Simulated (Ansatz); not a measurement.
# H₂Br (doublet): RPA-PBE over a scan of the distance Br1–H2 along a hydrogen transfer, cc-pVDZ

How well do these functionals follow the top wave-function level for H₂Br (doublet) over a scan of the distance Br1–H2 along a hydrogen transfer?

Program: Ansatz 0.2.0, Gaussian basis. Level of theory: cc-pVDZ, all electrons in the functionals, frozen cores in the correlation of double hybrids and RPA. These are calculated values, not measurements.

Plan: RPA-PBE, at 1.321 Å; 1.421 Å; 1.460 Å; 1.499 Å; 1.538 Å; 1.577 Å; 1.617 Å; 1.656 Å; 1.695 Å.

### Step 1. The geometry

The geometry derives from fragments relaxed apart (PBE0/def2-TZVP) and kept rigid, so it is no stationary point. A hydrogen atom is moved between rigid fragments. No spin-orbit coupling is included. The filled d shell of Br may be among the frozen orbitals whatever the setting's name suggests; the logs give the count.

3 atoms, charge 0, spin multiplicity 2.

Atoms are counted from 1 here; the program's logs count them from 0.

Bond lengths: Br1–H2 1.421 Å.

No dispersion term is added.

The geometry shown and the zero of energy belong to the point 1.421 Å. The yardstick, FCI, and other wave-function levels (R restricted, U unrestricted, valence and pair active spaces) come from earlier runs.

### Step 2. RPA-PBE, 1.321 Å

in.yaml reads:

```yaml
crystal:
  periodic: [false, false, false]
  atoms:
    - {symbol: Br, position_ang: [0.000000, 0.000000, -1.253667]}
    - {symbol: H, position_ang: [0.000000, 0.000000, 0.067333]}
    - {symbol: H, position_ang: [0.000000, 0.000000, 1.186333]}
basis:
  gaussian: {orbitals: cc-pVDZ}
magnetization: {spin_polarized: true, initial_magnetization: 1}
hamiltonian: {xc: {name: PBE}}
correlation: {method: rpa, electrons: outside_noble_gas}
```

On the command line:

```console
ansatz run in.yaml --threads 1 --pin off --events-out ev --progress --plain --max-ram 2816MiB --backend cpu
```

The log of the run:

```text
Functional definition: PBE
  name "PBE"
  cite "Perdew, Burke & Ernzerhof, Phys. Rev. Lett. 77, 3865 (1996) doi:10.1103/PhysRevLett.77.3865"
  parent pbe
  parameter kappa = 0.804
  parameter beta = 0.06672455060314922
  exchange = pbe_x(kappa = kappa, mu = beta*pi^2/3)
  correlation = pbe_c(beta = beta)
403 factors; integrals over basis functions are off by at most 1.1e-3 eV
mean field evaluation 1: about -70064.1987 eV, gradient 5.4e0 eV
mean field evaluation 2: about -70064.1961 eV, gradient 5.4e0 eV
mean field evaluation 4: about -70064.4607 eV, gradient 6.9e-1 eV
mean field evaluation 8: about -70064.4646 eV, gradient 1.1e-2 eV
mean field -70064.46461681 eV, -2574.8215832680 hartree, gradient 5.7e-6 eV, S^2 0.752361; 0 other end points of the search recorded, 0 dependent functions left out
14 core orbitals not correlated: weight in the atoms' cores, before any rotation towards them, 1.000 or more for the frozen orbitals, at most 0.000 for the correlated occupied ones
reference -70026.51563766 eV, -2573.4269840068 hartree; 5, 4 occupied and 18, 19 virtual orbitals, 403 factors
Total energy: -70032.88486532 eV, -2573.6610488062 hartree
```

Run time: 0.79 s. Hardware: 1 thread of AMD EPYC 7R13, shared host.

From the report: ⟨S²⟩ of the determinant 0.752 (pure doublet: 0.75).

### Step 3. RPA-PBE, 1.421 Å

in.yaml reads:

```yaml
crystal:
  periodic: [false, false, false]
  atoms:
    - {symbol: Br, position_ang: [0.000000, 0.000000, -1.286867]}
    - {symbol: H, position_ang: [0.000000, 0.000000, 0.133733]}
    - {symbol: H, position_ang: [0.000000, 0.000000, 1.153133]}
basis:
  gaussian: {orbitals: cc-pVDZ}
magnetization: {spin_polarized: true, initial_magnetization: 1}
hamiltonian: {xc: {name: PBE}}
correlation: {method: rpa, electrons: outside_noble_gas}
```

Launched as before.

The log of the run, cut to the lines that bear on the results:

```text
Functional definition: PBE
  name "PBE"
  cite "Perdew, Burke & Ernzerhof, Phys. Rev. Lett. 77, 3865 (1996) doi:10.1103/PhysRevLett.77.3865"
  parent pbe
[...]
405 factors; integrals over basis functions are off by at most 1.1e-3 eV
[...]
mean field -70064.85848593 eV, -2574.8360576911 hartree, gradient 6.5e-6 eV, S^2 0.753426; 2 other end points of the search recorded, 0 dependent functions left out
14 core orbitals not correlated: weight in the atoms' cores, before any rotation towards them, 1.000 or more for the frozen orbitals, at most 0.000 for the correlated occupied ones
reference -70026.73741384 eV, -2573.4351341311 hartree; 5, 4 occupied and 18, 19 virtual orbitals, 405 factors
Total energy: -70033.24818617 eV, -2573.6744006012 hartree
```

It took 1.3 s on 1 thread of AMD EPYC 7R13, shared host.

From the report: ⟨S²⟩ of the determinant 0.753 (pure doublet: 0.75).

### Step 4. RPA-PBE, 1.460 Å

in.yaml reads:

```yaml
crystal:
  periodic: [false, false, false]
  atoms:
    - {symbol: Br, position_ang: [0.000000, 0.000000, -1.300000]}
    - {symbol: H, position_ang: [0.000000, 0.000000, 0.160000]}
    - {symbol: H, position_ang: [0.000000, 0.000000, 1.140000]}
basis:
  gaussian: {orbitals: cc-pVDZ}
magnetization: {spin_polarized: true, initial_magnetization: 1}
hamiltonian: {xc: {name: PBE}}
correlation: {method: rpa, electrons: outside_noble_gas}
```

Same command.

The log of the run, cut to the lines that bear on the results:

```text
Functional definition: PBE
  name "PBE"
  cite "Perdew, Burke & Ernzerhof, Phys. Rev. Lett. 77, 3865 (1996) doi:10.1103/PhysRevLett.77.3865"
  parent pbe
[...]
403 factors; integrals over basis functions are off by at most 1.1e-3 eV
[...]
mean field -70064.95969882 eV, -2574.8397771964 hartree, gradient 5.8e-6 eV, S^2 0.753721; 5 other end points of the search recorded, 0 dependent functions left out
14 core orbitals not correlated: weight in the atoms' cores, before any rotation towards them, 1.000 or more for the frozen orbitals, at most 0.000 for the correlated occupied ones
reference -70026.79294090 eV, -2573.4371747129 hartree; 5, 4 occupied and 18, 19 virtual orbitals, 403 factors
Total energy: -70033.35006739 eV, -2573.6781446668 hartree
```

It took 2.2 s on 1 thread of AMD EPYC 7R13, shared host.

From the report: ⟨S²⟩ of the determinant 0.754 (pure doublet: 0.75).

From 1.421 Å: -0.102 eV.

### Step 5. RPA-PBE, 1.499 Å

in.yaml reads:

```yaml
crystal:
  periodic: [false, false, false]
  atoms:
    - {symbol: Br, position_ang: [0.000000, 0.000000, -1.313000]}
    - {symbol: H, position_ang: [0.000000, 0.000000, 0.186000]}
    - {symbol: H, position_ang: [0.000000, 0.000000, 1.127000]}
basis:
  gaussian: {orbitals: cc-pVDZ}
magnetization: {spin_polarized: true, initial_magnetization: 1}
hamiltonian: {xc: {name: PBE}}
correlation: {method: rpa, electrons: outside_noble_gas}
```

The command is unchanged.

The log of the run, cut to the lines that bear on the results:

```text
Functional definition: PBE
  name "PBE"
  cite "Perdew, Burke & Ernzerhof, Phys. Rev. Lett. 77, 3865 (1996) doi:10.1103/PhysRevLett.77.3865"
  parent pbe
[...]
401 factors; integrals over basis functions are off by at most 1.3e-3 eV
[...]
mean field -70065.03967308 eV, -2574.8427161962 hartree, gradient 6.5e-6 eV, S^2 0.753864; 5 other end points of the search recorded, 0 dependent functions left out
14 core orbitals not correlated: weight in the atoms' cores, before any rotation towards them, 1.000 or more for the frozen orbitals, at most 0.000 for the correlated occupied ones
reference -70026.84660116 eV, -2573.4391466912 hartree; 5, 4 occupied and 18, 19 virtual orbitals, 401 factors
Total energy: -70033.43946036 eV, -2573.6814297980 hartree
```

Wall time 1.4 s (1 thread of AMD EPYC 7R13, shared host).

From the report: ⟨S²⟩ of the determinant 0.754 (pure doublet: 0.75).

From 1.421 Å: -0.191 eV.

### Step 6. RPA-PBE, 1.538 Å

in.yaml reads:

```yaml
crystal:
  periodic: [false, false, false]
  atoms:
    - {symbol: Br, position_ang: [0.000000, 0.000000, -1.326000]}
    - {symbol: H, position_ang: [0.000000, 0.000000, 0.212000]}
    - {symbol: H, position_ang: [0.000000, 0.000000, 1.114000]}
basis:
  gaussian: {orbitals: cc-pVDZ}
magnetization: {spin_polarized: true, initial_magnetization: 1}
hamiltonian: {xc: {name: PBE}}
correlation: {method: rpa, electrons: outside_noble_gas}
```

Same command.

The log of the run, cut to the lines that bear on the results:

```text
Functional definition: PBE
  name "PBE"
  cite "Perdew, Burke & Ernzerhof, Phys. Rev. Lett. 77, 3865 (1996) doi:10.1103/PhysRevLett.77.3865"
  parent pbe
[...]
401 factors; integrals over basis functions are off by at most 1.1e-3 eV
[...]
mean field -70065.10233116 eV, -2574.8450188381 hartree, gradient 8.3e-6 eV, S^2 0.753833; 5 other end points of the search recorded, 0 dependent functions left out
14 core orbitals not correlated: weight in the atoms' cores, before any rotation towards them, 1.000 or more for the frozen orbitals, at most 0.000 for the correlated occupied ones
reference -70026.90426741 eV, -2573.4412658867 hartree; 5, 4 occupied and 18, 19 virtual orbitals, 401 factors
Total energy: -70033.52039182 eV, -2573.6844039743 hartree
```

Wall time 1.6 s (1 thread of AMD EPYC 7R13, shared host).

From the report: ⟨S²⟩ of the determinant 0.754 (pure doublet: 0.75).

From 1.421 Å: -0.272 eV.

### Step 7. RPA-PBE, 1.577 Å

in.yaml reads:

```yaml
crystal:
  periodic: [false, false, false]
  atoms:
    - {symbol: Br, position_ang: [0.000000, 0.000000, -1.339000]}
    - {symbol: H, position_ang: [0.000000, 0.000000, 0.238000]}
    - {symbol: H, position_ang: [0.000000, 0.000000, 1.101000]}
basis:
  gaussian: {orbitals: cc-pVDZ}
magnetization: {spin_polarized: true, initial_magnetization: 1}
hamiltonian: {xc: {name: PBE}}
correlation: {method: rpa, electrons: outside_noble_gas}
```

Same command.

The log of the run, cut to the lines that bear on the results:

```text
Functional definition: PBE
  name "PBE"
  cite "Perdew, Burke & Ernzerhof, Phys. Rev. Lett. 77, 3865 (1996) doi:10.1103/PhysRevLett.77.3865"
  parent pbe
[...]
401 factors; integrals over basis functions are off by at most 1.4e-3 eV
[...]
mean field -70065.14743462 eV, -2574.8466763596 hartree, gradient 4.7e-7 eV, S^2 0.753638; 5 other end points of the search recorded, 0 dependent functions left out
14 core orbitals not correlated: weight in the atoms' cores, before any rotation towards them, 1.000 or more for the frozen orbitals, at most 0.000 for the correlated occupied ones
reference -70026.96631204 eV, -2573.4435459849 hartree; 5, 4 occupied and 18, 19 virtual orbitals, 401 factors
Total energy: -70033.59203877 eV, -2573.6870369512 hartree
```

Wall time 1.5 s (1 thread of AMD EPYC 7R13, shared host).

From the report: ⟨S²⟩ of the determinant 0.754 (pure doublet: 0.75).

From 1.421 Å: -0.344 eV.

### Step 8. RPA-PBE, 1.617 Å

in.yaml reads:

```yaml
crystal:
  periodic: [false, false, false]
  atoms:
    - {symbol: Br, position_ang: [0.000000, 0.000000, -1.352333]}
    - {symbol: H, position_ang: [0.000000, 0.000000, 0.264667]}
    - {symbol: H, position_ang: [0.000000, 0.000000, 1.087667]}
basis:
  gaussian: {orbitals: cc-pVDZ}
magnetization: {spin_polarized: true, initial_magnetization: 1}
hamiltonian: {xc: {name: PBE}}
correlation: {method: rpa, electrons: outside_noble_gas}
```

Same command.

The log of the run, cut to the lines that bear on the results:

```text
Functional definition: PBE
  name "PBE"
  cite "Perdew, Burke & Ernzerhof, Phys. Rev. Lett. 77, 3865 (1996) doi:10.1103/PhysRevLett.77.3865"
  parent pbe
[...]
401 factors; integrals over basis functions are off by at most 1.2e-3 eV
[...]
mean field -70065.17194399 eV, -2574.8475770622 hartree, gradient 5.1e-7 eV, S^2 0.753308; 5 other end points of the search recorded, 0 dependent functions left out
14 core orbitals not correlated: weight in the atoms' cores, before any rotation towards them, 1.000 or more for the frozen orbitals, at most 0.000 for the correlated occupied ones
reference -70027.02958316 eV, -2573.4458711558 hartree; 5, 4 occupied and 18, 19 virtual orbitals, 401 factors
Total energy: -70033.65110502 eV, -2573.6892075958 hartree
```

Run time: 1.5 s. Hardware: 1 thread of AMD EPYC 7R13, shared host.

From the report: ⟨S²⟩ of the determinant 0.753 (pure doublet: 0.75).

From 1.421 Å: -0.403 eV.

### Step 9. RPA-PBE, 1.656 Å

in.yaml reads:

```yaml
crystal:
  periodic: [false, false, false]
  atoms:
    - {symbol: Br, position_ang: [0.000000, 0.000000, -1.365333]}
    - {symbol: H, position_ang: [0.000000, 0.000000, 0.290667]}
    - {symbol: H, position_ang: [0.000000, 0.000000, 1.074667]}
basis:
  gaussian: {orbitals: cc-pVDZ}
magnetization: {spin_polarized: true, initial_magnetization: 1}
hamiltonian: {xc: {name: PBE}}
correlation: {method: rpa, electrons: outside_noble_gas}
```

Same command.

The log of the run, cut to the lines that bear on the results:

```text
Functional definition: PBE
  name "PBE"
  cite "Perdew, Burke & Ernzerhof, Phys. Rev. Lett. 77, 3865 (1996) doi:10.1103/PhysRevLett.77.3865"
  parent pbe
[...]
401 factors; integrals over basis functions are off by at most 1.3e-3 eV
[...]
mean field -70065.16796141 eV, -2574.8474307051 hartree, gradient 4.6e-7 eV, S^2 0.752920; 7 other end points of the search recorded, 0 dependent functions left out
14 core orbitals not correlated: weight in the atoms' cores, before any rotation towards them, 1.000 or more for the frozen orbitals, at most 0.000 for the correlated occupied ones
reference -70027.08132284 eV, -2573.4477725537 hartree; 5, 4 occupied and 18, 19 virtual orbitals, 401 factors
Total energy: -70033.68638292 eV, -2573.6905040345 hartree
```

Run time: 1.7 s. Hardware: 1 thread of AMD EPYC 7R13, shared host.

From the report: ⟨S²⟩ of the determinant 0.753 (pure doublet: 0.75).

From 1.421 Å: -0.438 eV.

### Step 10. RPA-PBE, 1.695 Å

in.yaml reads:

```yaml
crystal:
  periodic: [false, false, false]
  atoms:
    - {symbol: Br, position_ang: [0.000000, 0.000000, -1.378333]}
    - {symbol: H, position_ang: [0.000000, 0.000000, 0.316667]}
    - {symbol: H, position_ang: [0.000000, 0.000000, 1.061667]}
basis:
  gaussian: {orbitals: cc-pVDZ}
magnetization: {spin_polarized: true, initial_magnetization: 1}
hamiltonian: {xc: {name: PBE}}
correlation: {method: rpa, electrons: outside_noble_gas}
```

The command is unchanged.

The log of the run, cut to the lines that bear on the results:

```text
Functional definition: PBE
  name "PBE"
  cite "Perdew, Burke & Ernzerhof, Phys. Rev. Lett. 77, 3865 (1996) doi:10.1103/PhysRevLett.77.3865"
  parent pbe
[...]
401 factors; integrals over basis functions are off by at most 1.3e-3 eV
[...]
mean field -70065.12656273 eV, -2574.8459093319 hartree, gradient 9.8e-6 eV, S^2 0.752521; 5 other end points of the search recorded, 0 dependent functions left out
14 core orbitals not correlated: weight in the atoms' cores, before any rotation towards them, 1.000 or more for the frozen orbitals, at most 0.000 for the correlated occupied ones
reference -70027.10957963 eV, -2573.4488109716 hartree; 5, 4 occupied and 18, 19 virtual orbitals, 401 factors
Total energy: -70033.68807104 eV, -2573.6905660719 hartree
```

Run time: 1.7 s. Hardware: 1 thread of AMD EPYC 7R13, shared host.

From the report: ⟨S²⟩ of the determinant 0.753 (pure doublet: 0.75).

From 1.421 Å: -0.440 eV.

### Step 11. The comparison

The yardstick is full CI for this spin, exact in this basis with these frozen cores. It comes from earlier runs at the same points. Energies in eV, counted from 1.421 Å; blanks weren't run or aren't comparable.

```csv
level,1.321 Å,1.421 Å,1.460 Å,1.499 Å,1.538 Å,1.577 Å,1.617 Å,1.656 Å,1.695 Å
FCI,0.321,0.000,-0.084,-0.156,-0.222,-0.282,-0.334,-0.364,-0.364
RPA-PBE,0.363,0.000,-0.102,-0.191,-0.272,-0.344,-0.403,-0.438,-0.440
```

Largest miss and mean time a point (FCI took 13 s a point; shared hosts):

```
  level  largest miss (eV)    where  time a point
RPA-PBE             -0.075  1.695 Å         1.5 s
```

### Step 12. What came out

| quantity | value |
| --- | --- |
| span of the FCI curve | 0.685 eV |
| largest miss, RPA-PBE | -0.075 eV (1.695 Å) |

What this shows: RPA-PBE strays by up to 0.075 eV, at 1.695 Å. Functionals and the yardstick converge differently with the basis, so part of each miss in cc-pVDZ is the basis.
